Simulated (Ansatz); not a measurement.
**ZrSi+ (quartet): wave-function methods side by side, def2-QZVPP**

One table from this session's results is given with a row withheld; the runs are named, their logs left out.

Program: Ansatz 0.2.0, Gaussian basis. Level of theory: def2-QZVPP, core rule «outside noble gas», up to 9 orbitals frozen. These are calculated values, not measurements.

To be run: UHF; ROHF; CCSD(T) on UHF.

2 further runs of the same task are left out: 2 set aside as unsound or not needed.

**The system**

The geometry is a PBE0/def2-TZVP stationary point (not a proven minimum) of the parent state, kept for this charge and spin. No spin-orbit coupling is included. Elements past krypton take def2 core potentials.

2 atoms, charge 1, spin multiplicity 4.

Atoms are counted from 1 here; the program's logs count them from 0.

Bond lengths: Zr1–Si2 2.390 Å.

Set-up of the first run:

File in.yaml:

```yaml
crystal:
  periodic: [false, false, false]
  atoms:
    - {symbol: Zr, position_ang: [0.000000, 0.000000, 0.000000]}
    - {symbol: Si, position_ang: [0.000000, 0.000000, 2.390400]}
basis:
  gaussian: {orbitals: "def2-QZVPP.json"}
total_charge: 1
magnetization: {spin_polarized: true, initial_magnetization: 3}
hamiltonian: {xc: hf}
output: {orbitals: {seedname: orbitals}}
```

Started as:

```console
ansatz run in.yaml --threads 1 --pin off --events-out ev --progress --plain --max-ram 2560MiB --backend cpu
```

Steps of the session up to this table: UHF; ROHF; CCSD(T) on UHF.

One of the session's tables, all rows but one given; the rest of the session is left out.

| method | from UCCSD(T) (meV) |
| --- | --- |
| ROHF | ? |
| UMP2 | +1264.1 |
| UCCSD | +366.2 |
| UCCSD(T) | 0 |

**Question.** Estimate the row for ROHF.

As computed: from UCCSD(T) (meV): +5065.0. In the column «from UCCSD(T) (meV)» it is the highest.

Left out of the table: UHF (another determinant or state than the rows shown).

To keep in mind: The determinant is far from a pure spin state, so its energy mixes those of several spin states (harmless only where they are near-degenerate, as at dissociation). Warnings: spin contamination; coupled cluster took another determinant than the lowest.
